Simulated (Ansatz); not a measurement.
**Ge: an axial (c/a) deformation path**

The task here is to estimate one member of a computed series from the others.

Program: Ansatz 0.2.0. Level of theory: DFT r2SCAN, scalar-relativistic, plane waves, PAW. These are calculated values, not measurements.

### The system as given

It takes space group Imma (No. 74, orthorhombic). Conventional cell: a = 4.992 Å, b = 5.302 Å, c = 2.874 Å, α = 90.00°, β = 90.00°, γ = 90.00°. Ge (site symmetry mm2) has 6 Ge at 2.68 to 2.87 Å as nearest neighbours.

Structure file:

```cif
data_structure
_symmetry_space_group_name_H-M 'P 1'
_symmetry_Int_Tables_number 1
_cell_length_a 3.9143
_cell_length_b 3.9143
_cell_length_c 3.9143
_cell_angle_alpha 100.767
_cell_angle_beta 94.744
_cell_angle_gamma 136.925
_cell_volume 38.03
loop_
_atom_site_label
_atom_site_type_symbol
_atom_site_fract_x
_atom_site_fract_y
_atom_site_fract_z
_atom_site_occupancy
Ge1 Ge 0.18594 0.93594 0.25000 1
Ge2 Ge 0.81406 0.06406 0.75000 1
```

It goes back to an entry of the Materials Project, which need not be the stable form.

No relaxation comes first: the listed cell is the starting point.

Set-up of the first run:

Contents of input.yaml:

```yaml
crystal:
  lattice:
    - [-2.495898, 2.650863, 1.436947]
    - [2.495898, -2.650863, 1.436947]
    - [2.495898, 2.650863, -1.436947]
  atoms:
    - { symbol: Ge, position: [0.185943, 0.935943, 0.25] }
    - { symbol: Ge, position: [0.814057, 0.064057, 0.75] }
basis:
  ecutwfc: 500
kpoints:
  mp_grid: { grid: [22, 22, 22] }
hamiltonian:
  xc: r2scan
scf:
  occupations: { method: gaussian, width: 0.15 }
output:
  forces: true
  stress: true
  eigenvalues: true
  write_density: true
  write_potential: true
  elf: true
  volumetric_format: npy
```

Command:

```bash
$ ansatz run input.yaml --threads 1 --pin off --max-ram 2560MiB --backend cpu --events-out ev --progress --plain --runs-dir out
```

Among the steps run: The reference: the undisturbed cell on the scan's mesh; ρ = 0.850; Point ρ = 1.200; ρ = 0.920; ρ = 1.100; ρ = 0.960; Point ρ = 1.050; Point ρ = 0.800; At ρ = 1.300.

One of the session's tables, all rows but one given; the rest of the session is left out.

It belongs to the step «The scan collected». 

```
    ρ  ΔE (meV/atom)  pressure (GPa)
0.800          169.7             3.4
0.850           82.7             0.8
0.920           20.7            -1.0
0.960            4.9            -1.3
1.000            0.0            -1.4
1.050            2.8            -1.1
1.100              ?               ?
1.200           50.9             1.3
1.300           96.1             3.4
```

Q: Estimate the row for ρ = 1.100 from the others.

Worked estimate for «ΔE (meV/atom)». A straight line through the neighbours (1.050, 2.8) and (1.200, 50.9) gives 2.8 + (50.9 − 2.8) × (1.100 − 1.050) / (1.200 − 1.050) = 18.8; a parabola fitted to 4 rows on both sides gives 16.4.

The run gave: ΔE (meV/atom): 13.6; pressure (GPa): -0.5. In «ΔE (meV/atom)» the line misses by +5.2 and the parabola by +2.8.
